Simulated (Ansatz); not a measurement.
# NbRu: the cost of one run

Computed with Ansatz 0.2.0 (DFT PBEsol, scalar-relativistic, unless a step's input says otherwise).

## (1) Starting point

It takes space group Pm-3m (No. 221, cubic). Conventional cell: a = 3.184 Å, b = 3.184 Å, c = 3.184 Å, α = 90.00°, β = 90.00°, γ = 90.00°. Nb (site symmetry m-3m) is surrounded by 8 Ru at 2.76 Å. Ru (site symmetry m-3m) has 8 Nb at 2.76 Å as nearest neighbours.

Structure file:

```
Nb Ru
1.0
     3.18400    0.00000    0.00000
     0.00000    3.18400    0.00000
     0.00000    0.00000    3.18400
Nb Ru
1 1
Direct
  0.00000 0.00000 0.00000
  0.50000 0.50000 0.50000
```

Atoms are numbered in the order of the input: Nb1, Ru2.

## (2) The deformed structure

Space group Pm-3m before, R-3m after.

## (3) LAPW, all electrons

input.yaml reads:

```yaml
crystal:
  lattice:
    - [3.184, 0.01592, 0.01592]
    - [0.01592, 3.184, 0.01592]
    - [0.01592, 0.01592, 3.184]
  atoms:
    - { symbol: Nb, position: [0.0, 0.0, 0.0] }
    - { symbol: Ru, position: [0.5, 0.5, 0.5] }
kpoints:
  mp_grid: { grid: [11, 11, 11] }
  band_path:
    path:
      - [0.0, 0.0, 0.0]
      - [0.5, 0.5, 0.5]
      - [0.5098274679, 0.4901725321, 0.5]
      - [0.5, -0.4901725321, 0.4901725321]
      - [0.5, 0.0, 0.0]
      - [0.0, 0.0, 0.0]
      - [0.4950862661, -0.4950862661, 0.0]
      - [0.5049137339, 0.0, 0.4950862661]
      - [0.5, 0.0, 0.5]
    npoints: 5
scf:
  occupations: { method: fermi_dirac, width: 0.03 }
hamiltonian:
  xc: pbesol
  pseudopotentials: { kind: all_electron, lapw: { basis_error: 0.00025 } }
output:
  forces: true
  stress: true
  eigenvalues: true
```

On the command line:

```
> ansatz run input.yaml --threads 1 --pin off --max-ram 3072MiB --backend cpu --events-out ev --progress --plain --runs-dir out
```

What time and memory should one allow on 1 thread of Arm Neoverse V1, shared host?

About 66 s, with a peak of 0.73 GiB.
